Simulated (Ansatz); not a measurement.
Geometry optimisation, Ansatz, DFT PBEsol, scalar-relativistic, plane waves, PAW.

input.yaml

```yaml
crystal:
  lattice:
    - [5.67228, 0.0, 0.0]
    - [-2.83614, 4.912339, 0.0]
    - [0.0, 0.0, 17.17972]
  atoms:
    - { symbol: W, position: [0.0, 0.0, 0.05820817] }
    - { symbol: C, position: [0.33333333, 0.16666665, 0.13930611] }
    - { symbol: W, position: [0.0, 0.0, 0.22040406] }
    - { symbol: C, position: [0.33333333, 0.16666665, 0.301502] }
    - { symbol: W, position: [-2.0e-08, 0.49999996, 0.05820817] }
    - { symbol: C, position: [0.3333333, 0.66666661, 0.13930611] }
    - { symbol: W, position: [-2.0e-08, 0.49999996, 0.22040406] }
    - { symbol: C, position: [0.3333333, 0.66666661, 0.301502] }
    - { symbol: W, position: [0.5, 0.0, 0.05820817] }
    - { symbol: C, position: [0.83333333, 0.16666665, 0.13930611] }
    - { symbol: W, position: [0.5, 0.0, 0.22040406] }
    - { symbol: C, position: [0.83333333, 0.16666665, 0.301502] }
    - { symbol: W, position: [0.49999998, 0.49999996, 0.05820817] }
    - { symbol: C, position: [0.8333333, 0.66666661, 0.13930611] }
    - { symbol: W, position: [0.49999998, 0.49999996, 0.22040406] }
    - { symbol: C, position: [0.8333333, 0.66666661, 0.301502] }
    - { symbol: Cl, position: [0.66666665, 0.3333333, 0.34806854] }
    - { symbol: H, position: [0.66666667, -0.16666665, 0.28520372] }
basis:
  ecutwfc: 420.0
kpoints:
  mp_grid: { grid: [4, 4, 1] }
hamiltonian:
  xc: pbesol
  pseudopotentials: { kind: paw, azcp: { folder: soft_1 } }
scf:
  occupations: { method: gaussian, width: 0.15 }
  lower_state_search: "off"
relax:
  f_tol: 0.03
  max_steps: 60
  adjacent_minimum: "off"
  constraints: [{ sites: [0, 4, 8, 12] }]
```

Launched with:

```bash
$ ansatz run input.yaml --threads 4 --pin off --max-ram 10240MiB --backend cpu --events-out ev --progress --plain --runs-dir out
```

Where does it end, and by what steps?

The run converged. Limits of this set-up: coarse k mesh, thin slab, slab without dipole correction, no dispersion correction for a molecule that may bind weakly, PAW files made for another functional. After 17 steps the energy has fallen by 6.856 eV; H18 moved furthest, 2.14 Å. Parted: W3–H18 (1.98 → 4.01 Å), W7–Cl17 (2.74 → 4.40 Å), W11–H18 (1.98 → 2.90 Å), C12–Cl17 (1.82 → 3.38 Å), W15–H18 (1.98 → 2.90 Å), C16–Cl17 (1.82 → 3.38 Å). Joined: C8–H18 (1.66 → 1.10 Å).

| step | energy less start (eV) | largest force component (eV/Å) | accepted |
| --- | --- | --- | --- |
| 0 | 0.0000 | 2.279 | yes |
| 1 | -1.2108 | 1.242 | yes |
| 2 | -1.7709 | 2.024 | yes |
| 3 | -2.4229 | 2.030 | yes |
| 4 | -3.0413 | 2.003 | yes |
| 5 | -3.7330 | 1.308 | yes |
| 6 | -4.2963 | 1.185 | yes |
| 7 | -4.8811 | 1.429 | yes |
| 8 | -5.4042 | 1.532 | yes |
| 9 | -5.9017 | 1.285 | yes |
| 10 | -6.2387 | 1.029 | yes |
| 11 | -6.5171 | 0.735 | yes |
| 12 | -6.7108 | 0.505 | yes |
| 13 | -6.8247 | 0.355 | yes |
| 14 | -6.8451 | 0.287 | yes |
| 15 | -6.8558 | 0.031 | yes |
| 16 | -6.8558 | 0.030 | yes |
| 17 | -6.8560 | 0.028 | yes |

```xyz
18
Lattice="5.6723 0.0000 0.0000 -2.8361 4.9123 0.0000 0.0000 0.0000 17.1797" Properties=species:S:1:pos:R:3
W 0.000 0.000 1.000
C 1.412 0.815 2.339
W -0.009 -0.005 3.875
C 1.437 0.830 5.153
W -1.418 2.456 1.000
C -0.004 3.273 2.338
W -1.426 2.452 3.876
C 0.017 3.285 5.121
W 2.836 0.000 1.000
C 4.259 0.820 2.328
W 2.827 -0.011 3.838
C 4.196 0.782 5.006
W 1.418 2.456 1.000
C 2.839 3.278 2.328
W 1.404 2.453 3.838
C 2.775 3.243 5.006
Cl 1.360 0.785 6.852
H 2.787 -1.666 6.214
```

The run took 110 s on 4 threads of Arm Neoverse V1, on a shared host, peak memory 1.2 GiB.
